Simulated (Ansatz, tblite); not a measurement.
# SnI4: rung by rung

Aim: run the singlet of SnI4 at one geometry on many levels, and compare frontier levels, spin and run time.

Computed with Ansatz 0.2.0, Gaussian basis. Level: as each input shows.

Plan: GFN1-xTB, GFN2-xTB, PBE-D4/def2-TZVP, r2SCAN-D4/def2-TZVP, B2PLYP/def2-TZVP, HSE06-D4/def2-TZVP, PBE-QIDH/def2-TZVP, ωB97M-V/def2-TZVP, BHLYP-D4/def2-TZVP, PBE-D4/def2-SVP, PBE0-D4/def2-SVP, CCSD(T)/def2-SVP, MP2/def2-TZVP, RPA/def2-TZVP.

3 further runs of the same task are left out: 1 that didn't finish, 2 set aside as unsound or not needed.

## (1) The geometry

The singlet was relaxed beforehand with PBE0-D4/def2-SVP.

5 atoms, charge 0, spin multiplicity 1.

Bond lengths: Sn1–I2 2.678 Å, Sn1–I3 2.678 Å, Sn1–I4 2.678 Å, Sn1–I5 2.678 Å. Angles: I2–Sn1–I3 109.5°, I2–Sn1–I4 109.5°, I2–Sn1–I5 109.5°, I3–Sn1–I4 109.5°, I3–Sn1–I5 109.5°, I4–Sn1–I5 109.5°.

I, Sn take a core potential in the def2 sets. No spin-orbit coupling is included.

PBE0-D4/def2-TZVP was run before; its log isn't repeated, and its numbers join the tables.

## (2) GFN1-xTB

Tight binding, by tblite at 300 K electronic temperature and without a spin-polarisation term:

```python
tblite.interface.Calculator('GFN1-xTB', numbers, positions, charge=0, uhf=0).singlepoint()
```

Energy -502.6052 eV, HOMO -11.27 eV, LUMO -8.87 eV; 0.008 s.

## (3) GFN2-xTB

Tight binding, by tblite at 300 K electronic temperature and without a spin-polarisation term:

```python
tblite.interface.Calculator('GFN2-xTB', numbers, positions, charge=0, uhf=0).singlepoint()
```

Energy -478.1440 eV, HOMO -12.25 eV, LUMO -10.67 eV; 0.009 s.

## (4) PBE-D4/def2-TZVP

start.molden holds the orbitals of an earlier run on this state, given as this run's starting guess.

File in.yaml:

```yaml
crystal:
  periodic: [false, false, false]
  atoms:
    - {symbol: Sn, position_ang: [-0.000000, -0.000011, 0.000003]}
    - {symbol: I, position_ang: [0.010648, -0.017206, 2.677939]}
    - {symbol: I, position_ang: [2.521278, 0.010793, -0.902653]}
    - {symbol: I, position_ang: [-1.270265, 2.189753, -0.873563]}
    - {symbol: I, position_ang: [-1.261661, -2.183318, -0.901735]}
basis:
  gaussian: {orbitals: def2-TZVP, initial_orbitals: start.molden}
hamiltonian: {xc: pbe, dispersion: d4}
scf: {omitted_lower_state_checks: [starts]}
output: {forces: true, orbitals: {seedname: orbitals}}
```

Started as:

```console
> ansatz run in.yaml --threads 4 --pin off --events-out ev --progress --plain --max-ram 8704MiB
```

Further steps of the session: r2SCAN-D4/def2-TZVP; B2PLYP/def2-TZVP; HSE06-D4/def2-TZVP; PBE-QIDH/def2-TZVP; ωB97M-V/def2-TZVP; BHLYP-D4/def2-TZVP; PBE-D4/def2-SVP; PBE0-D4/def2-SVP; CCSD(T)/def2-SVP; MP2/def2-TZVP; RPA/def2-TZVP.

**Question.** What will the summary of the whole plan be? Wanted: gap in def2-TZVP, named functionals, smallest and largest; correlation energy, CCSD(T)/def2-SVP; correlation energy, MP2/def2-TZVP; binding an atom, CCSD(T)/def2-SVP; PBE0 total energy, smallest basis above largest.

**Answer**, as computed:

```
                                                 quantity                                value
gap in def2-TZVP, named functionals, smallest and largest  2.37 eV (PBE-D4), 8.00 eV (ωB97M-V)
                     correlation energy, CCSD(T)/def2-SVP                            -16.68 eV
                        correlation energy, MP2/def2-TZVP                            -62.28 eV
                        binding an atom, CCSD(T)/def2-SVP                             1.735 eV
          PBE0 total energy, smallest basis above largest        1.27 eV (def2-SVP, def2-TZVP)
```

In words: Over the named functionals in def2-TZVP the gap runs from 2.37 eV (PBE-D4) to 8.00 eV (ωB97M-V); exact exchange widens it. The functionals in def2-TZVP miss CCSD(T)/def2-SVP by +0.176 (B2PLYP) to +0.361 eV (PBE-D4) an atom. The yardstick is in a double-zeta basis, so levels in larger sets aren't compared like for like. The reference is CCSD(T) in one finite basis, so it carries an error of its own, often a tenth of an eV or more, and near misses can't be ranked.
